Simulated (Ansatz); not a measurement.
The system is Cu2B.

```
Cu B
1.0
     0.00000    3.28347    3.28347
     3.28347    0.00000    3.28347
     3.28347    3.28347    0.00000
Cu B
4 2
Cartesian
  0.8209 0.8209 0.8209
  0.8209 2.4626 2.4626
  2.4626 2.4626 0.8209
  2.4626 0.8209 2.4626
  3.2835 3.2835 3.2835
  4.9252 4.9252 4.9252
```

The cell was built by a generator and needn't be a form met in nature.

Base run:

```yaml
Program: Ansatz 0.2.0
Functional: PBEsol
Potentials_or_basis: Ansatz PAW
Cutoff: 420 eV
Density_cutoff: 1680 eV
k_mesh: 5 × 5 × 5
Occupations: fermi-dirac, width 0.05 eV
Spin: no spin polarisation
Hubbard_terms: Cu d U = 8 eV
```

Its results: band gap on the k mesh none (metal or under the smearing width); pressure -2.7 GPa.

**Question.** After a change of settings the same cell gave: band gap on the k mesh none (metal or under the smearing width); pressure -6.1 GPa. Which change was it?
A. functional from PBEsol to PBE; hubbard terms from Cu d U = 8 eV to none; hubbard projectors from ortho-atomic (the default) to none
B. hubbard terms from Cu d U = 8 eV to Cu d U = 2 eV
C. hubbard terms from Cu d U = 8 eV to none; hubbard projectors from ortho-atomic (the default) to none
D. hubbard terms from Cu d U = 8 eV to Cu d U = 6 eV

**Answer.** B.

Caveats: U without spin polarisation on a metal has little footing; the PAW data sets come from PBE, with cores solved anew for the run's functional, which leaves a small shift of forces and pressure; the U is typed as a test and isn't derived for this compound.

Not every run made on this cell is shown here.
